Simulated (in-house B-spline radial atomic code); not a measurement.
# Ce¹⁰⁺: density, ELF and screening along the radius

The task here is to estimate one member of a computed series from the others.

The numbers are computed with in-house B-spline radial atomic code version 1 (several methods, spin-polarised, as named in each step; spherical all-electron atom at the radial basis limit), except any that are marked as measured or tabulated.

**The system**

| Quantity | Value |
| --- | --- |
| element | cerium (Z = 58) |
| charge | +10 |
| electrons | 48 |
| configuration | [Kr] 4d10 5s2 |
| nucleus | point (non-relativistic runs) or finite (X2C runs) |

The outer shells:

[Kr] 4d10 5s2
```
[Kr] core
4d [↑↓][↑↓][↑↓][↑↓][↑↓]
5s [↑↓]
```

Where spins are not typed, each open shell is filled with up spins first.

The first run:

Settings, as recorded:

```ini
Z = 58
electrons = 48.0
configuration = [Kr] 4d10 5s2
hamiltonian = nr
method = lda,vwn
spin_polarised = True
```

Launch:

```bash
> python run_scf.py task.json out
```

task.json lists these runs, among others, and the program works through them in turn.

Among the steps run: LDA (VWN5), non-rel.; PBE, non-rel.; Hartree-Fock, non-rel.; TPSSh, non-rel.; SCAN, non-rel..

One table of the session follows, with a row left open; its other results are not shown here.

Fields along the radius, from the same record (one point in 4):

| r (bohr) | 4πr²n (1/bohr) | screened charge r·V (e) |
| --- | --- | --- |
| 0.00395 | 17.17 | 56.66 |
| 0.00890 | 49.28 | 55.06 |
| 0.0201 | 73.41 | 51.93 |
| 0.0452 | 70.38 | 46.32 |
| 0.102 | 90.46 | 37.21 |
| 0.230 | 84.16 | 25.63 |
| 0.518 | ? | ? |
| 1.17 | 6.659 | 10.44 |
| 2.63 | 0.05160 | 10.00 |

Estimate the missing values for r (bohr) = 0.518.

Worked estimate for «4πr²n (1/bohr)». A straight line through the neighbours (0.230, 84.16) and (1.17, 6.659) gives 84.16 + (6.659 − 84.16) × (0.518 − 0.230) / (1.17 − 0.230) = 60.42; a parabola fitted to 4 rows on both sides gives 52.14.

The run gave: 4πr²n (1/bohr): 32.89; screened charge r·V (e): 15.57. In «4πr²n (1/bohr)» the line misses by +27.53 and the parabola by +19.25.
